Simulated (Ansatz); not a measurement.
# ZrH2Cl2: the relaxed shape and its frontier levels

What does ZrH2Cl2 look like as a singlet, and where do its frontier electrons sit?

Method: RKS PBE0-D4/def2-TZVP; program: Ansatz 0.2.0, Gaussian basis.

Levels to be run: relaxation at PBE-D4/def2-TZVP; a single point at PBE0-D4/def2-TZVP.

1 further run of the same task is left out (set aside as unsound or not needed). Runs told in other sessions of the task aren't counted.

### Step 1. Where the work starts

5 atoms, charge 0, spin multiplicity 1.

Atoms are counted from 1 here; the program's logs count them from 0.

Bond lengths: Zr1–H2 1.811 Å, Zr1–H3 1.812 Å, Zr1–Cl4 2.301 Å, Zr1–Cl5 2.300 Å. Angles: H2–Zr1–H3 122.5°, H2–Zr1–Cl4 108.3°, H2–Zr1–Cl5 108.4°, H3–Zr1–Cl4 108.4°, H3–Zr1–Cl5 108.4°, Cl4–Zr1–Cl5 98.0°.

Formally the metal is d0. Zr takes a core potential in the def2 sets. No spin-orbit coupling is included.

The start is a GFN2-xTB geometry.

### Step 2. Relaxation at PBE-D4/def2-TZVP

File in.yaml:

```yaml
crystal:
  periodic: [false, false, false]
  atoms:
    - {symbol: Zr, position_ang: [0.210050, -0.000140, 0.144380]}
    - {symbol: H, position_ang: [0.024700, -0.016800, 1.945890]}
    - {symbol: H, position_ang: [1.829850, 0.020350, -0.667150]}
    - {symbol: Cl, position_ang: [-1.046170, 1.735040, -0.696290]}
    - {symbol: Cl, position_ang: [-1.018420, -1.738450, -0.726830]}
basis:
  gaussian: {orbitals: def2-TZVP}
hamiltonian: {xc: pbe, dispersion: d4}
scf: {lower_state_search: "off"}
output: {orbitals: {seedname: orbitals}}
relax: {f_tol: 0.02, max_steps: 100}
```

Run with:

```bash
ansatz run in.yaml --threads 4 --pin off --events-out ev --progress --plain --max-ram 3916MiB
```

After this run come: Single point, PBE0-D4/def2-TZVP.

Before running them: what should the planned runs give, taken together? Wanted: point group; near neighbours of the metal; HOMO, LUMO at PBE0-D4/def2-TZVP; charge on the metal; dipole at PBE-D4/def2-TZVP.

**Answer**, as computed:

| quantity | value |
| --- | --- |
| point group | C2v |
| near neighbours of the metal | H 1.85, H 1.85, Cl 2.32, Cl 2.32 Å |
| HOMO, LUMO at PBE0-D4/def2-TZVP | -8.84, -2.79 eV |
| charge on the metal (Mulliken, PBE0-D4/def2-TZVP) | +0.98 e |
| dipole at PBE-D4/def2-TZVP | 0.19 D |

What this shows: The molecule keeps its bonding pattern by the stored test; the atoms moved 0.18 Å (rms), and the angle Cl4–Zr1–Cl5 went from 98° to 115°. The metal has 4 near neighbours by the distance rule, from 1.85 to 2.32 Å. The Mulliken charge of the metal, +0.98 e, depends on the basis and isn't its oxidation state. No usable vibrations, so a minimum isn't proven. Whether this spin is the lowest isn't tested here.
